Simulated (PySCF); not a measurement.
# MoSH2: relaxation and vibrations of the triplet

Where does triplet MoSH2 go from a trigonal planar start, is the end point a minimum, and what are its modes, charges and moments?

Method: PBE0, basis Mo def2-TZVP with ECP28, S def2-TZVP, H def2-TZVP, scalar-relativistic core potentials, no spin–orbit coupling, density fitting; program: PySCF 2.14.0.

## 1. The starting structure

4 atoms, charge 0, spin multiplicity 3.

Bond lengths: Mo1–S2 2.150 Å, Mo1–H3 1.700 Å, Mo1–H4 1.700 Å. Angles: S2–Mo1–H3 120.0°, S2–Mo1–H4 120.0°, H3–Mo1–H4 120.0°.

```xyz
4
charge 0 multiplicity 3
Mo    0.2541    0.4401    0.0000
S    -0.8209   -1.4219    0.0000
H     1.9541    0.4402    0.0000
H    -0.5960    1.9123    0.0000
```

## 2. Relaxation: trigonal planar start, triplet

One driver script runs all steps and calls PySCF; scf.py shows how it sets up the SCF of each step. The optimiser is the driver's own. Before each start the driver seeks the lowest SCF state from one or more starting densities and follows internal instabilities, so scf.py alone need not reach the same state.

The program finds C2v symmetry in the start, which this walk keeps.

The input, scf.py:

```python
from pyscf import gto, scf, dft
mol = gto.M(atom='''
Mo     0.254083     0.440123    -0.000000
S     -0.820868    -1.421906     0.000000
H      1.954065     0.440174    -0.000000
H     -0.595971     1.912313     0.000000''',
    basis={'Mo': 'def2-TZVP', 'S': 'def2-TZVP', 'H': 'def2-TZVP'},
    ecp={'Mo': 'def2-TZVP'},
    charge=0, spin=2)
mf = dft.UKS(mol, xc='PBE0')
mf.grids.atom_grid = (50, 194)
aux = {'Mo': 'def2-universal-JKFIT', 'S': 'def2-universal-JKFIT', 'H': 'def2-universal-JKFIT'}
mf = mf.density_fit(auxbasis=aux)
mf.kernel()
```

Energy and gradient, step by step:

```csv
step,energy (Eh),change (kJ/mol),largest symmetric gradient (Eh/bohr)
0,-467.412389,0.00,0.02700
1,-467.415383,-7.86,0.00490
2,-467.416027,-9.55,0.00612
3,-467.416173,-9.94,0.00192
4,-467.416180,-9.95,0.00040
5,-467.416181,-9.96,0.00016
```

The walk ran for 18 s (4 threads, shared host).

Geometry (Å) and forces (eV/Å) at some steps:

```
step 0
Mo   0.254   0.440   0.000  -0.688  -1.184   0.000
S   -0.821  -1.422   0.000   0.805   1.387   0.000
H    1.954   0.440   0.000   0.233  -0.270   0.000
H   -0.596   1.912   0.000  -0.350   0.067   0.000
step 1
Mo   0.254   0.440   0.000  -0.001   0.011   0.000
S   -0.790  -1.369   0.000   0.115   0.188   0.000
H    1.963   0.399   0.000   0.138  -0.212   0.000
H   -0.636   1.900   0.000  -0.252   0.013   0.000
step 3
Mo   0.269   0.466   0.000   0.051   0.102   0.000
S   -0.768  -1.330   0.000  -0.024  -0.053   0.000
H    1.989   0.341   0.000  -0.030  -0.015   0.000
H   -0.699   1.893   0.000   0.003  -0.034   0.000
step 5
Mo   0.271   0.470   0.000  -0.005   0.004   0.000
S   -0.767  -1.329   0.000   0.008   0.003   0.000
H    1.989   0.338   0.000  -0.008   0.001   0.000
H   -0.702   1.892   0.000   0.005  -0.007   0.000
```

After 5 steps and 10.0 kJ/mol it ends at C2v: Mo–H 1.723 Å (×2), Mo–S 2.076 Å; H–Mo–H 128.7°, H–Mo–S 115.6° (×2).

## 3. Is it a minimum? Harmonic modes

The point is checked on the finer grid, and tightened if its gradient asks for it. The Hessian and the dipole derivatives come from central differences of analytic gradients, with steps of 0.01 bohr.

Changes to scf.py since step 2:

```diff
@@ -3,4 +3,4 @@
-Mo     0.254083     0.440123    -0.000000
-S     -0.820868    -1.421906     0.000000
-H      1.954065     0.440174    -0.000000
-H     -0.595971     1.912313     0.000000''',
+Mo     0.245971     0.426070    -0.000000
+S     -0.792062    -1.372008     0.000000
+H      1.963519     0.294770    -0.000000
+H     -0.726617     1.847789     0.000000''',
@@ -11 +11 @@
-mf.grids.atom_grid = (50, 194)
+mf.grids.atom_grid = (75, 302)
```

This SCF starts from the last density.

SCF at the final geometry:

```text
init E= -467.416231457419
[... the frontier-level lines of each cycle are left out ...]
cycle= 1 E= -467.416231449343  delta_E= 8.08e-09  |g|= 0.000128  |ddm|= 0.00011
cycle= 2 E= -467.416231353386  delta_E= 9.6e-08  |g|= 0.000439  |ddm|= 0.000371
cycle= 3 E= -467.416231458309  delta_E= -1.05e-07  |g|= 7.12e-06  |ddm|= 0.000287
cycle= 4 E= -467.416231458338  delta_E= -2.94e-11  |g|= 1.82e-06  |ddm|= 6.57e-06
Extra cycle  E= -467.41623145835  delta_E= -1.16e-11  |g|= 2.43e-06  |ddm|= 5.2e-06
converged SCF energy = -467.41623145835  <S^2> = 2.0834045  2S+1 = 3.055097
```

The whole step took 67 s.

Geometry: C2v; Mo–H 1.723 Å (×2), Mo–S 2.076 Å; H–Mo–H 128.7°, H–Mo–S 115.6° (×2).

Harmonic modes (main isotopes):

```csv
symmetry,ω (cm⁻¹),IR (km/mol)
b1,167,120
b2,413,0.7
a1,559,25.8
a1,830,34.8
b2,1829,237
a1,1848,251
```

No imaginary mode, so this is a minimum.

Properties at this point:

```
Dipole moment                                                   : 1.22 D
Highest occupied level                                          : -7.25 eV
Lowest empty level                                              : -3.68 eV
Rotational constants                                            : 3.467, 0.1575, 0.1507 cm⁻¹
Zero-point energy                                               : 33.8 kJ/mol
Principal polarisabilities                                      : 50.6, 57.2, 84.7 bohr³
Atomisation energy without zero-point energy                    : 882 kJ/mol
Principal traceless quadrupole moments about the centre of mass : -5.65, 2.02, 3.63 D Å
Entropy at 298.15 K and 1 bar (electronic part: spin only)      : 284.4 J/(mol K)
Heat capacity Cp at 298.15 K                                    : 54.6 J/(mol K)
Enthalpy at 298.15 K above 0 K                                  : 12.98 kJ/mol
Rotational symmetry number                                      : 2
Spin squared ⟨S²⟩                                               : 2.083
```

Charges (e) and bond orders:

| atom | Mulliken | Löwdin | polar tensor | spin (Mulliken) | Mayer order to Mo1 |
| --- | --- | --- | --- | --- | --- |
| Mo1 | 0.58 | -0.02 | 0.98 | 2.52 | – |
| S2 | -0.37 | 0.18 | -0.45 | -0.34 | 2.26 |
| H3,4 | -0.10 | -0.08 | -0.27 | -0.09 | 0.93 |

Outer orbital energies (eV). α occupied: -19.00, -10.13, -9.86, -9.75, -9.00, -7.82, -7.65, -7.25; empty: -3.68, -2.68, -1.97, -0.42. β occupied: -43.27, -42.96, -19.34, -9.88, -9.50, -9.43, -8.92, -7.98; empty: -2.73, -2.61, -2.40, -2.18.

Mulliken populations on Mo1 (outside its core potential): s 2.64, p 6.37, d 4.39, f 0.02.

## 4. Summary of results

| quantity | value |
| --- | --- |
| minimum | triplet, C2v |
| geometry | Mo–H 1.723 Å (×2), Mo–S 2.076 Å; H–Mo–H 128.7°, H–Mo–S 115.6° (×2) |
| wavenumbers (cm⁻¹) | 167 (b1), 413 (b2), 559 (a1), 830 (a1), 1829 (b2), 1848 (a1) |
| dipole moment | 1.22 D |
| highest occupied, lowest empty level (either spin) | -7.25, -3.68 eV |
| polar-tensor charge of Mo1 | +0.98 e |
| zero-point energy | 33.8 kJ/mol |
| entropy at 298.15 K | 284.4 J/(mol K) |
| atomisation energy (no zero-point energy) | 882 kJ/mol |
| ⟨S²⟩ | 2.083 |

In words: The trigonal planar start keeps its C2v symmetry and ends in a minimum. In the infrared the band at 1848 cm⁻¹ (a1, stretch) leads. Most of the spin sits on Mo1 (Mulliken spin 2.52, against 2 for the whole molecule). Other starts or spin states, not run here, may lie lower. Open d and f shells are described by one determinant, and the ground state may have another occupation or spin.

The search up to here took 1.7 min.
